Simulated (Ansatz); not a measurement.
**C₂H₇FSn: a ladder of functionals and wavefunction methods**

The task here is to estimate one member of a computed series from the others.

Computed with Ansatz 0.2.0, Gaussian basis. Level: functionals in def2-TZVPP, the program's frozen cores in correlated methods.

Levels to be run: LDA (SPW92), PBE-D4, revPBE-D4, BLYP-D4, r2SCAN-D4, B97M-V, PBE0-D4, B3LYP-D4, r2SCANh-D4, r2SCAN0-D4, HSE06-D4, BHLYP-D4, CAM-B3LYP-D4, LC-ωPBE, ωB97X-V, ωB97M-V, B2PLYP, PBE-QIDH; CCSD(T)/def2-SVP; CCSD(T)/def2-TZVPP; MP2/def2-QZVPP; extrapolation to the limit; RPA on PBE.

## Structure used throughout

An earlier PBE0-D4 in a triple-zeta def2 set relaxation fixed the geometry. Sn takes the def2 core potential; no spin-orbit term is included.

SMILES `C[CH2][SnH2][F]`, 11 atoms, charge 0, spin multiplicity 1.

Atoms are counted from 1 here; the program's logs count them from 0.

Bond lengths: C1–C2 1.522 Å, C1–H5 1.093 Å, C1–H6 1.094 Å, C1–H7 1.092 Å, C2–Sn3 2.136 Å, C2–H8 1.093 Å, C2–H9 1.093 Å, Sn3–F4 1.935 Å, Sn3–H10 1.708 Å, Sn3–H11 1.707 Å. Angles: C2–C1–H5 111.8°, C2–C1–H6 111.0°, C2–C1–H7 111.4°, H5–C1–H6 107.3°, H5–C1–H7 107.5°, H6–C1–H7 107.6°, C1–C2–Sn3 112.3°, C1–C2–H8 111.6°, C1–C2–H9 111.3°, Sn3–C2–H8 107.9°, Sn3–C2–H9 106.5°, H8–C2–H9 106.9°, C2–Sn3–F4 103.2°, C2–Sn3–H10 114.5°, C2–Sn3–H11 116.1°, F4–Sn3–H10 103.9°, F4–Sn3–H11 104.4°, H10–Sn3–H11 112.8°.

Set-up of the first run:

Input file in.yaml:

```yaml
crystal:
  periodic: [false, false, false]
  atoms:
    - {symbol: C, position_ang: [-0.627339, 1.324518, 0.231194]}
    - {symbol: C, position_ang: [-0.284869, -0.048643, 0.792444]}
    - {symbol: Sn, position_ang: [0.869743, -1.217299, -0.573085]}
    - {symbol: F, position_ang: [-0.206745, -1.207096, -2.180697]}
    - {symbol: H, position_ang: [0.269537, 1.919495, 0.040589]}
    - {symbol: H, position_ang: [-1.250644, 1.889620, 0.930058]}
    - {symbol: H, position_ang: [-1.174557, 1.245524, -0.710483]}
    - {symbol: H, position_ang: [0.277122, 0.028141, 1.727293]}
    - {symbol: H, position_ang: [-1.187134, -0.625168, 1.009805]}
    - {symbol: H, position_ang: [2.339729, -0.494072, -1.057817]}
    - {symbol: H, position_ang: [1.040656, -2.871921, -0.188703]}
basis:
  gaussian: {orbitals: def2-TZVPP}
hamiltonian: {xc: lda}
output: {orbitals: {seedname: orbitals}}
```

Launch:

```bash
$ ansatz run in.yaml --threads 4 --pin off --events-out ev --progress --plain --max-ram 10444MiB
```

Among the steps run: LDA; PBE-D4 (GGA); revPBE-D4 (GGA); BLYP-D4 (GGA); r2SCAN-D4 (meta-GGA); B97M-V (meta-GGA); B3LYP-D4 (hybrid); r2SCANh-D4 (hybrid); r2SCAN0-D4 (hybrid); HSE06-D4 (hybrid); BHLYP-D4 (hybrid); CAM-B3LYP-D4 (range-separated); LC-ωPBE (range-separated); ωB97X-V (range-separated); ωB97M-V (range-separated); B2PLYP (double hybrid); PBE-QIDH (double hybrid).

One of the session's tables, all rows but one given; the rest of the session is left out.

It belongs to the step «Orbital energies across the functionals». 

| functional | HOMO (eV) | gap (eV) |
| --- | --- | --- |
| LDA (SPW92) | -7.03 | 5.57 |
| PBE-D4 | -6.90 | 5.71 |
| revPBE-D4 | -6.85 | 5.78 |
| BLYP-D4 | -6.80 | 5.67 |
| r2SCAN-D4 | -7.17 | 6.36 |
| B97M-V | -7.25 | 6.19 |
| PBE0-D4 | -8.14 | 7.73 |
| B3LYP-D4 | -7.95 | 7.27 |
| r2SCANh-D4 | -7.63 | 7.08 |
| r2SCAN0-D4 | -8.31 | 8.15 |
| HSE06-D4 | -7.75 | 6.98 |
| BHLYP-D4 | -9.28 | 9.54 |
| CAM-B3LYP-D4 | -9.47 | 9.88 |
| LC-ωPBE | -10.78 | 12.33 |
| ωB97X-V | -10.44 | 11.85 |
| ωB97M-V | ? | ? |

Q: Estimate the row for ωB97M-V from the others.

**Answer.** HOMO (eV): -10.31; gap (eV): 11.36. In the column «HOMO (eV)» it lies between ωB97X-V (-10.44) and CAM-B3LYP-D4 (-9.47).
